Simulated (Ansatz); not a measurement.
**C2H7FOSi: one species, many methods**

Aim: compute C2H7FOSi with functionals from several rungs and with coupled cluster, and see how far each lands from CCSD(T) at the basis-set limit for the atomisation energy.

Method: functionals in def2-TZVPP, the program's frozen cores in correlated methods; program: Ansatz 0.2.0, Gaussian basis.

The runs, in order: PBE-D4, r2SCAN-D4, PBE0-D4, B3LYP-D4, ωB97X-V, ωB97M-V, B2PLYP; CCSD(T)/def2-TZVPP; MP2/def2-QZVPP; extrapolation to the limit.

**1. The geometry**

An earlier PBE0-D4 in a triple-zeta def2 set relaxation fixed the geometry.

SMILES `C[SiH](F)CO`, 12 atoms, charge 0, spin multiplicity 1.

Atoms are counted from 1 here; the program's logs count them from 0.

Bond lengths: C1–Si2 1.855 Å, C1–H6 1.092 Å, C1–H7 1.094 Å, C1–H8 1.093 Å, Si2–F3 1.613 Å, Si2–C4 1.879 Å, Si2–H9 1.485 Å, C4–O5 1.422 Å, C4–H10 1.095 Å, C4–H11 1.101 Å, O5–H12 0.961 Å. Angles: Si2–C1–H6 110.9°, Si2–C1–H7 110.4°, Si2–C1–H8 111.3°, H6–C1–H7 107.8°, H6–C1–H8 108.3°, H7–C1–H8 108.1°, C1–Si2–F3 109.2°, C1–Si2–C4 113.4°, C1–Si2–H9 111.8°, F3–Si2–C4 104.7°, F3–Si2–H9 106.3°, C4–Si2–H9 110.9°, Si2–C4–O5 111.7°, Si2–C4–H10 109.9°, Si2–C4–H11 110.8°, O5–C4–H10 106.6°, O5–C4–H11 111.4°, H10–C4–H11 106.1° and more.

**2. PBE-D4 (GGA)**

The input, in.yaml:

```yaml
crystal:
  periodic: [false, false, false]
  atoms:
    - {symbol: C, position_ang: [-1.663734, 0.581794, -0.536472]}
    - {symbol: Si, position_ang: [0.173973, 0.328256, -0.540084]}
    - {symbol: F, position_ang: [0.901276, 1.707915, -0.126768]}
    - {symbol: C, position_ang: [0.757291, -0.920329, 0.736474]}
    - {symbol: O, position_ang: [2.174384, -0.927696, 0.856974]}
    - {symbol: H, position_ang: [-1.951407, 1.357809, -1.249492]}
    - {symbol: H, position_ang: [-2.176097, -0.341304, -0.822137]}
    - {symbol: H, position_ang: [-2.021133, 0.876679, 0.452998]}
    - {symbol: H, position_ang: [0.678979, -0.021419, -1.892159]}
    - {symbol: H, position_ang: [0.463668, -1.929999, 0.432276]}
    - {symbol: H, position_ang: [0.272142, -0.740923, 1.708378]}
    - {symbol: H, position_ang: [2.467859, -0.025983, 1.013910]}
basis:
  gaussian: {orbitals: def2-TZVPP}
hamiltonian: {xc: pbe, dispersion: d4}
output: {forces: true, orbitals: {seedname: orbitals}}
```

Started as:

```
$ ansatz run in.yaml --threads 4 --pin off --events-out ev --progress --plain --max-ram 10444MiB
```

The runs that follow: r2SCAN-D4 (meta-GGA); PBE0-D4 (hybrid); B3LYP-D4 (hybrid); ωB97X-V (range-separated); ωB97M-V (range-separated); B2PLYP (double hybrid); CCSD(T) in def2-TZVPP; MP2 in def2-QZVPP.

Q: Predict the results of all the runs planned. Wanted: atomisation energy, CCSD(T)/CBS; farthest; mean size of error, hybrid; mean size of error, range-separated; gap, smallest and largest; T1 diagnostic; triples share of the correlation energy.

The runs gave:

| quantity | value |
| --- | --- |
| atomisation energy, CCSD(T)/CBS | 47.094 eV |
| functionals within 0.235 eV (0.5 %) | r2SCAN-D4, B3LYP-D4, ωB97X-V, ωB97M-V |
| farthest | B2PLYP (-0.617 eV) |
| mean size of error, hybrid | 0.241 eV |
| mean size of error, range-separated | 0.009 eV |
| gap, smallest and largest | 5.54 eV (PBE-D4), 12.48 eV (ωB97X-V) |
| T1 diagnostic | 0.0108 |
| triples share of the correlation energy | 3.3 % |

In words: PBE-D4 misses by +0.496 eV. Double hybrids carry the basis error of their MP2 part in triple zeta, and no dispersion term here, so their miss is partly the set-up's. Misses under about 0.235 eV are within the doubt on the reference itself, which lacks core-valence correlation, relativity and higher excitations. Hartree-Fock recovers 74 % of the binding; the rest is correlation. The gap grows from 5.5 to 12.5 eV across the functionals, mostly with the share of exact exchange.
